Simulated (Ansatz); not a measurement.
# AsH₃+ (doublet): B97M-V, PBE0 over a scan of the distance As1–H3, 6-31G, part 3 of 3

Ansatz 0.2.0, Gaussian basis; 6-31G, all electrons in the functionals.

### Step 19. PBE0, 2.343 Å

in.yaml reads:

```yaml
crystal:
  periodic: [false, false, false]
  atoms:
    - {symbol: As, position_ang: [0.005402, -0.009066, -0.019215]}
    - {symbol: H, position_ang: [1.441514, 0.004697, 0.402907]}
    - {symbol: H, position_ang: [-1.139964, 1.929522, 0.628598]}
    - {symbol: H, position_ang: [-0.703123, -1.260360, 0.396777]}
basis:
  gaussian: {orbitals: 6-31G}
total_charge: 1
magnetization: {spin_polarized: true, initial_magnetization: 1}
hamiltonian: {xc: {name: PBE0}}
output: {forces: true, orbitals: {seedname: orbitals}}
```

Command:

```console
$ ansatz run in.yaml --threads 1 --pin off --events-out ev --progress --plain --max-ram 2393MiB
```

Log:

```text
Functional definition: PBE0
  name "PBE0"
  cite "Adamo & Barone, J. Chem. Phys. 110, 6158 (1999) doi:10.1063/1.478522"
  cite "Perdew, Burke & Ernzerhof, Phys. Rev. Lett. 77, 3865 (1996) doi:10.1103/PhysRevLett.77.3865"
  parent pbe
  parameter a = 0.25
  parameter kappa = 0.804
  parameter beta = 0.06672455060314922
  exchange = (1 - a)*pbe_x(kappa = kappa, mu = beta*pi^2/3) + a*exact_x
  correlation = pbe_c(beta = beta)
349 factors; integrals over basis functions are off by at most 4.6e-4 eV
mean field evaluation 1: about -60858.5782 eV, gradient 1.1e1 eV
mean field evaluation 2: about -60856.4419 eV, gradient 2.0e1 eV
mean field evaluation 4: about -60860.3321 eV, gradient 4.8e-1 eV
mean field evaluation 8: about -60860.3503 eV, gradient 1.7e-1 eV
mean field evaluation 16: about -60860.3607 eV, gradient 5.9e-4 eV
mean field -60860.36070346 eV, -2236.5770032180 hartree, gradient 3.0e-5 eV, S^2 0.814084; 2 other end points of the search recorded, 0 dependent functions left out
the calculation of the forces begins
reference -60860.36072467 eV, -2236.5770039975 hartree; 18, 17 occupied and 17, 18 virtual orbitals, 349 factors
Total energy: -60860.36072467 eV, -2236.5770039975 hartree
Atom 0 at     0.005402    -0.009066    -0.019215 Å, force    -1.573824     2.668169    -0.017234 eV/Å
Atom 1 at     1.441514     0.004697     0.402907 Å, force     0.304911    -0.214985     0.318617 eV/Å
Atom 2 at    -1.139964     1.929522     0.628598 Å, force     1.229602    -2.081530    -0.619241 eV/Å
Atom 3 at    -0.703123    -1.260360     0.396777 Å, force     0.039311    -0.371655     0.317858 eV/Å
Dipole moment:    -0.081156     0.136518     0.219800 e Å
```

It took 1.1 s on 1 thread of Arm Neoverse V2, shared host.

From the report: ⟨S²⟩ of the determinant 0.814 (pure doublet: 0.75).

From 1.497 Å: +52.6 kcal/mol.

### Step 20. PBE0, 2.767 Å

in.yaml reads:

```yaml
crystal:
  periodic: [false, false, false]
  atoms:
    - {symbol: As, position_ang: [0.008083, -0.013602, -0.020731]}
    - {symbol: H, position_ang: [1.444195, 0.000161, 0.401391]}
    - {symbol: H, position_ang: [-1.344554, 2.275801, 0.744313]}
    - {symbol: H, position_ang: [-0.700442, -1.264896, 0.395261]}
basis:
  gaussian: {orbitals: 6-31G}
total_charge: 1
magnetization: {spin_polarized: true, initial_magnetization: 1}
hamiltonian: {xc: {name: PBE0}}
output: {forces: true, orbitals: {seedname: orbitals}}
```

The command is unchanged.

Log:

```text
Functional definition: PBE0
  name "PBE0"
  cite "Adamo & Barone, J. Chem. Phys. 110, 6158 (1999) doi:10.1063/1.478522"
  cite "Perdew, Burke & Ernzerhof, Phys. Rev. Lett. 77, 3865 (1996) doi:10.1103/PhysRevLett.77.3865"
  parent pbe
  parameter a = 0.25
  parameter kappa = 0.804
  parameter beta = 0.06672455060314922
  exchange = (1 - a)*pbe_x(kappa = kappa, mu = beta*pi^2/3) + a*exact_x
  correlation = pbe_c(beta = beta)
348 factors; integrals over basis functions are off by at most 4.7e-4 eV
mean field evaluation 1: about -60856.0995 eV, gradient 1.2e1 eV
mean field evaluation 2: about -60847.4814 eV, gradient 2.8e1 eV
mean field evaluation 4: about -60859.1928 eV, gradient 3.9e0 eV
mean field evaluation 8: about -60859.6945 eV, gradient 3.7e-1 eV
mean field evaluation 16: about -60859.7032 eV, gradient 3.2e-4 eV
mean field evaluation 32: about -60855.0126 eV, gradient 8.5e0 eV
mean field -60859.70324025 eV, -2236.5528418906 hartree, gradient 6.8e-5 eV, S^2 1.003213; 2 other end points of the search recorded, 0 dependent functions left out
the calculation of the forces begins
reference -60859.70326227 eV, -2236.5528426999 hartree; 18, 17 occupied and 17, 18 virtual orbitals, 348 factors
Total energy: -60859.70326227 eV, -2236.5528426999 hartree
Atom 0 at     0.008083    -0.013602    -0.020731 Å, force    -1.126185     1.913406    -0.866028 eV/Å
Atom 1 at     1.444195     0.000161     0.401391 Å, force     0.463100    -0.507250     0.523956 eV/Å
Atom 2 at    -1.344554     2.275801     0.744313 Å, force     0.445373    -0.754159    -0.181182 eV/Å
Atom 3 at    -0.700442    -1.264896     0.395261 Å, force     0.217712    -0.651997     0.523254 eV/Å
Dipole moment:    -0.075180     0.126229     0.252272 e Å
```

It took 1.7 s on 1 thread of Arm Neoverse V2, shared host.

From the report: ⟨S²⟩ of the determinant 1.003 (pure doublet: 0.75).

From 1.497 Å: +67.8 kcal/mol.

Orbitals, density, ELF and potential are computed afterwards from the orbital file.

Frontier orbitals at PBE0/6-31G (alpha spin), with the share of their density that lies nearest to each atom:

| orbital | energy (eV) | lies on |
| --- | --- | --- |
| HOMO | -14.60 | As1 48 %; H3 34 %; H2, H4 about 9 % each |
| LUMO | -11.20 | As1 57 %; H3 24 %; H2, H4 about 9 % each |

ELF in a plane through or near 3 of the atoms.

Ten even steps from '0' (0.00) to '9' (1.00):
```
0000000000000000000000000000
0000000000000000000000000000
0000000000000000000000000000
0000000003553000000000000000
0000000269999300000000000000
0000000699999620000011000000
0000000799999731001466300000
0000000589999754313999951000
0000000148963225536999995000
0000000025523315647999998000
0000000025512314647999998000
0000000148863226536999995000
0000000589999754313999951000
0000000699999731001466400000
0000000699999620000011000000
0000000169998300000000000000
0000000003553000000000000000
0000000000000000000000000000
0000000000000000000000000000
0000000000000000000000000000
```
The map spans 10.0 Å across and 7.7 Å up, centred on the molecule. Atoms in the plane (x, y in Å): H2 (-1.0, 1.2), H3 (2.4, 0.0), H4 (-1.0, -1.2).

On the surface of density 0.002 e/bohr³ the electrostatic potential runs, from the 1st to the 99th percentile, from 5.16 to 8.07 V.

The spin density lies nearest to H3 50 %; As1 39 %.

### Step 21. PBE0, 3.246 Å

in.yaml reads:

```yaml
crystal:
  periodic: [false, false, false]
  atoms:
    - {symbol: As, position_ang: [0.011111, -0.018727, -0.022444]}
    - {symbol: H, position_ang: [1.447223, -0.004964, 0.399678]}
    - {symbol: H, position_ang: [-1.575684, 2.666999, 0.875039]}
    - {symbol: H, position_ang: [-0.697414, -1.270021, 0.393548]}
basis:
  gaussian: {orbitals: 6-31G}
total_charge: 1
magnetization: {spin_polarized: true, initial_magnetization: 1}
hamiltonian: {xc: {name: PBE0}}
output: {orbitals: {seedname: orbitals}}
```

Same command.

Log, shortened:

```text
Functional definition: PBE0
  name "PBE0"
  cite "Adamo & Barone, J. Chem. Phys. 110, 6158 (1999) doi:10.1063/1.478522"
  cite "Perdew, Burke & Ernzerhof, Phys. Rev. Lett. 77, 3865 (1996) doi:10.1103/PhysRevLett.77.3865"
  parent pbe
[...]
349 factors; integrals over basis functions are off by at most 4.7e-4 eV
[...]
mean field -60859.42882434 eV, -2236.5427572919 hartree, gradient 5.5e-5 eV, S^2 1.008514; 4 other end points of the search recorded, 0 dependent functions left out
reference -60859.42884769 eV, -2236.5427581502 hartree; 18, 17 occupied and 17, 18 virtual orbitals, 349 factors
Total energy: -60859.42884769 eV, -2236.5427581502 hartree
```

Wall time 1.7 s (1 thread of Arm Neoverse V2, shared host).

From the report: ⟨S²⟩ of the determinant 1.009 (pure doublet: 0.75).

From 1.497 Å: +74.1 kcal/mol.

### Step 22. PBE0, 4.068 Å

in.yaml reads:

```yaml
crystal:
  periodic: [false, false, false]
  atoms:
    - {symbol: As, position_ang: [0.016307, -0.027522, -0.025383]}
    - {symbol: H, position_ang: [1.452419, -0.013759, 0.396739]}
    - {symbol: H, position_ang: [-1.972319, 3.338323, 1.099374]}
    - {symbol: H, position_ang: [-0.692218, -1.278816, 0.390609]}
basis:
  gaussian: {orbitals: 6-31G}
total_charge: 1
magnetization: {spin_polarized: true, initial_magnetization: 1}
hamiltonian: {xc: {name: PBE0}}
output: {forces: true, orbitals: {seedname: orbitals}}
```

The command is unchanged.

Log:

```text
Functional definition: PBE0
  name "PBE0"
  cite "Adamo & Barone, J. Chem. Phys. 110, 6158 (1999) doi:10.1063/1.478522"
  cite "Perdew, Burke & Ernzerhof, Phys. Rev. Lett. 77, 3865 (1996) doi:10.1103/PhysRevLett.77.3865"
  parent pbe
  parameter a = 0.25
  parameter kappa = 0.804
  parameter beta = 0.06672455060314922
  exchange = (1 - a)*pbe_x(kappa = kappa, mu = beta*pi^2/3) + a*exact_x
  correlation = pbe_c(beta = beta)
347 factors; integrals over basis functions are off by at most 4.7e-4 eV
mean field evaluation 1: about -60854.1133 eV, gradient 1.2e1 eV
mean field evaluation 2: about -60840.9733 eV, gradient 2.9e1 eV
mean field evaluation 4: about -60842.7945 eV, gradient 2.2e1 eV
mean field evaluation 8: about -60855.4973 eV, gradient 4.1e0 eV
mean field evaluation 16: about -60859.2650 eV, gradient 1.3e-2 eV
mean field evaluation 32: about -60859.2231 eV, gradient 3.2e-2 eV
mean field -60859.26504005 eV, -2236.5367383302 hartree, gradient 1.9e-6 eV, S^2 0.974043; 2 other end points of the search recorded, 0 dependent functions left out
the calculation of the forces begins
reference -60859.26506605 eV, -2236.5367392858 hartree; 18, 17 occupied and 17, 18 virtual orbitals, 347 factors
Total energy: -60859.26506605 eV, -2236.5367392858 hartree
Atom 0 at     0.016307    -0.027522    -0.025383 Å, force    -0.993782     1.690086    -1.101695 eV/Å
Atom 1 at     1.452419    -0.013759     0.396739 Å, force     0.593337    -0.733381     0.561717 eV/Å
Atom 2 at    -1.972319     3.338323     1.099374 Å, force     0.047981    -0.081240    -0.021051 eV/Å
Atom 3 at    -0.692218    -1.278816     0.390609 Å, force     0.352464    -0.875465     0.561028 eV/Å
Dipole moment:    -0.013323     0.021435     0.237755 e Å
```

Wall time 2 s (1 thread of Arm Neoverse V2, shared host).

From the report: ⟨S²⟩ of the determinant 0.974 (pure doublet: 0.75).

From 1.497 Å: +77.9 kcal/mol.

### Step 23. PBE0, 5.137 Å

in.yaml reads:

```yaml
crystal:
  periodic: [false, false, false]
  atoms:
    - {symbol: As, position_ang: [0.023065, -0.038960, -0.029205]}
    - {symbol: H, position_ang: [1.459177, -0.025197, 0.392917]}
    - {symbol: H, position_ang: [-2.488138, 4.211371, 1.391118]}
    - {symbol: H, position_ang: [-0.685460, -1.290254, 0.386787]}
basis:
  gaussian: {orbitals: 6-31G}
total_charge: 1
magnetization: {spin_polarized: true, initial_magnetization: 1}
hamiltonian: {xc: {name: PBE0}}
output: {orbitals: {seedname: orbitals}}
```

The command is unchanged.

Log, shortened:

```text
Functional definition: PBE0
  name "PBE0"
  cite "Adamo & Barone, J. Chem. Phys. 110, 6158 (1999) doi:10.1063/1.478522"
  cite "Perdew, Burke & Ernzerhof, Phys. Rev. Lett. 77, 3865 (1996) doi:10.1103/PhysRevLett.77.3865"
  parent pbe
[...]
346 factors; integrals over basis functions are off by at most 4.8e-4 eV
[...]
mean field -60859.22395596 eV, -2236.5352285181 hartree, gradient 1.2e-5 eV, S^2 0.942913; 2 other end points of the search recorded, 0 dependent functions left out
reference -60859.22398385 eV, -2236.5352295428 hartree; 18, 17 occupied and 17, 18 virtual orbitals, 346 factors
Total energy: -60859.22398385 eV, -2236.5352295428 hartree
```

Wall time 1.8 s (1 thread of Arm Neoverse V2, shared host).

From the report: ⟨S²⟩ of the determinant 0.943 (pure doublet: 0.75).

From 1.497 Å: +78.8 kcal/mol.

### Step 24. Against the wave-function levels

The yardstick is full CI for this spin, exact in this basis with these frozen cores. It comes from earlier runs at the same points. Energies in kcal/mol, counted from 1.497 Å; blanks weren't run or aren't comparable.

```
 level  1.226 Å  1.340 Å  1.497 Å  1.678 Å  1.806 Å  2.024 Å  2.343 Å  2.767 Å  3.246 Å  4.068 Å  5.137 Å
   FCI     27.6      8.0      0.0      4.8     12.2     26.8     46.3     63.3     70.2     71.1     71.2
B97M-V     25.5      7.1      0.0      5.3     13.0     28.6     50.1     65.5     70.8     73.1     72.9
  PBE0     26.1      7.3      0.0      5.6     13.7     30.1     52.6     67.8     74.1     77.9     78.8
```

Largest miss and mean time a point (FCI took 17 s a point; shared hosts):

```csv
level,largest miss (kcal/mol),where,time a point
B97M-V,+3.8,2.343 Å,3.6 s
PBE0,+7.6,5.137 Å,1.2 s
```

### Step 25. What came out

What follows sums up all 3 parts.

```
             quantity                    value
span of the FCI curve            71.2 kcal/mol
 largest miss, B97M-V  +3.8 kcal/mol (2.343 Å)
   largest miss, PBE0  +7.6 kcal/mol (5.137 Å)
```

What this shows: Of the functionals, B97M-V keep the smallest largest miss at the points compared (at most 3.8 kcal/mol) and PBE0 strays most (7.6 kcal/mol, at 5.137 Å). Functionals and the yardstick converge differently with the basis, so part of each miss in 6-31G is the basis.
